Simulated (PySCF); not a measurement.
# SiF3 (trifluorosilyl) at 3 levels

We compute a comparison of 3 runs (UPBE/STO-3G, NEVPT2(3,3)/STO-3G, UCCSD(T)/STO-3G) of SiF3 (trifluorosilyl). 

Program for the calculation: PySCF 2.14.0.

12 further runs of the same task are left out: 4 that didn't finish, 8 set aside as unsound or not needed.

## 1. The structure to begin with

The species is SiF3 (4 atoms), meant as a doublet with charge 0. As SMILES, `F[Si](F)F`. The coordinates come from a PBE0-D4/def2-TZVP relaxation.

Bond lengths: F1–Si2 1.581 Å, Si2–F3 1.581 Å, Si2–F4 1.581 Å. Angles: F1–Si2–F3 107.9°, F1–Si2–F4 107.9°, F3–Si2–F4 107.9°.

## 2. A single-point energy at UPBE/STO-3G (run 1)

File calc.py:

```python
from pyscf import gto, dft

system = gto.M(
    atom=[
    ('F', (0.784850, -0.507040, 1.151700)),
    ('Si', (-0.282750, 0.213060, 0.234280)),
    ('F', (-0.994260, -0.892250, -0.644340)),
    ('F', (0.492160, 1.186230, -0.741640)),
],
    max_memory=1860,
    spin=1,
    verbose=3,
    charge=0,
    basis='sto-3g',
)

mf = dft.UKS(system, xc='pbe')
mf.conv_tol = 1e-10
mf.grids.level = 5
mf.kernel()
if not mf.converged:
    mf = mf.newton().run(mf.mo_coeff, mf.mo_occ)

e_final = mf.e_tot
print(f'total energy: {e_final:.8f} hartree')
```

Started as:

```console
$ OMP_NUM_THREADS=1 python calc.py
```

Log:

```text
converged SCF energy = -580.858360931284  <S^2> = 0.75057068  2S+1 = 2.0005706
total energy: -580.85836093 hartree
```

It took 4.2 s on 1 thread of Intel Xeon 6975P-C (Granite Rapids), shared host; peak memory 0.23 GiB.

## 3. A single-point energy at NEVPT2(3,3)/STO-3G (run 2)

File job.py:

```python
# F[Si](F)F
import numpy
from pyscf import gto, scf, mp, mcscf, mrpt

mol = gto.M(
    atom='''
F      1.483152    -0.958167     2.176398
Si    -0.534320     0.402625     0.442725
F     -1.878879    -1.686108    -1.217626
F      0.930048     2.241650    -1.401496
''',
    unit='bohr',
    verbose=4,
    basis='sto-3g',
    spin=1,
    max_memory=1860,
)

mf = scf.ROHF(mol)
mf.conv_tol = 1e-10
mf.kernel()
if not mf.converged:
    mf = mf.newton().run(mf.mo_coeff, mf.mo_occ)

pt = mp.MP2(scf.addons.convert_to_uhf(mf)).run()
noons, natorbs = mcscf.addons.make_natural_orbitals(pt)
print('natural occupations', numpy.round(noons[:40], 4))
cas = mcscf.CASSCF(mf, 3, 3)
cas.fix_spin_(ss=0.75)
cas.natorb = True
cas.kernel(natorbs)
e_pt2 = mrpt.NEVPT(cas).kernel()
energy = cas.e_tot + e_pt2
print('Final energy', energy)
```

Started as:

```console
$ OMP_NUM_THREADS=1 python job.py
```

Log:

```text
PySCF version 2.14.0

[... 56 lines left out ...]
converged SCF energy = -579.723742485686
[... 78 lines left out ...]
1-step CASSCF converged in  15 macro (250 JK  54 micro) steps
[... 14 lines left out ...]
CASSCF energy = -579.738114047592
[... 26 lines left out ...]
Nevpt2 Energy = -0.062536463785210
Final energy -579.8006505113774
```

Wall time 1 s (1 thread of Intel Xeon 6975P-C (Granite Rapids), shared host); peak memory 0.12 GiB.

## 4. The energy at UCCSD(T)/STO-3G (run 3)

File input.xyz:

```xyz
4

F      0.784850    -0.507040     1.151700
Si    -0.282750     0.213060     0.234280
F     -0.994260    -0.892250    -0.644340
F      0.492160     1.186230    -0.741640
```

File input.py:

```python
from pyscf import gto, cc

mol = gto.M(
    atom='input.xyz',
    verbose=4,
    max_memory=1860,
    basis='sto-3g',
    spin=1,
    charge=0,
)

mf = mol.UHF()
mf.conv_tol = 1e-10
mf.kernel()
if not mf.converged:
    mf = mf.newton().run(mf.mo_coeff, mf.mo_occ)

mycc = cc.CCSD(mf, frozen=8)
mycc.kernel()
e_t = mycc.ccsd_t()
etot = mycc.e_tot + e_t
print('Final energy', etot)
```

Started as:

```console
$ OMP_NUM_THREADS=1 python input.py
```

Log:

```text
PySCF version 2.14.0

[... 80 lines left out ...]
converged SCF energy = -579.725493056181  <S^2> = 0.75735251  2S+1 = 2.007339
[... 12 lines left out ...]
Init t2, MP2 energy = -0.0705724160320362
[... 13 lines left out ...]
UCCSD converged
[... 2 lines left out ...]
Final energy -579.8169512141751
```

Wall time 0.6 s (1 thread of Intel Xeon 6975P-C (Granite Rapids), shared host); peak memory 0.12 GiB.

## 5. All runs side by side

```csv
run,level,integration grid,active selection,energy (Eh),dipole moment (D) of the reference,HOMO energy (eV),LUMO energy (eV),wall time
1,UPBE/STO-3G,5,–,-580.858361,0.36,-0.52,0.65,4.2 s
2,"NEVPT2(3,3)/STO-3G",–,mp2 natural orbitals,-579.800651,1.66,–,–,1 s
3,UCCSD(T)/STO-3G,–,–,-579.816951,1.60,-6.84,5.47,0.6 s
```

## 6. Outcome

```
                                                         quantity          value
                                              run 3: total energy  -579.81695 Eh
                      run 3: dipole moment (Hartree–Fock density)         1.60 D
run 3: HOMO energy (Hartree–Fock orbitals) (highest over α and β)       -6.84 eV
 run 3: LUMO energy (Hartree–Fock orbitals) (lowest over α and β)        5.47 eV
               run 3: correlation energy (8 core orbitals frozen)      -91.5 mEh
                                            run 3: (T) correction      -6.60 mEh
                         run 3: ⟨S²⟩ of the reference determinant          0.757
                                             run 3: T1 diagnostic          0.015
```

In words: In runs 1, 2, 3 the basis is minimal, so the values are rough. All runs together took 5.8 s, the longest 4.2 s.
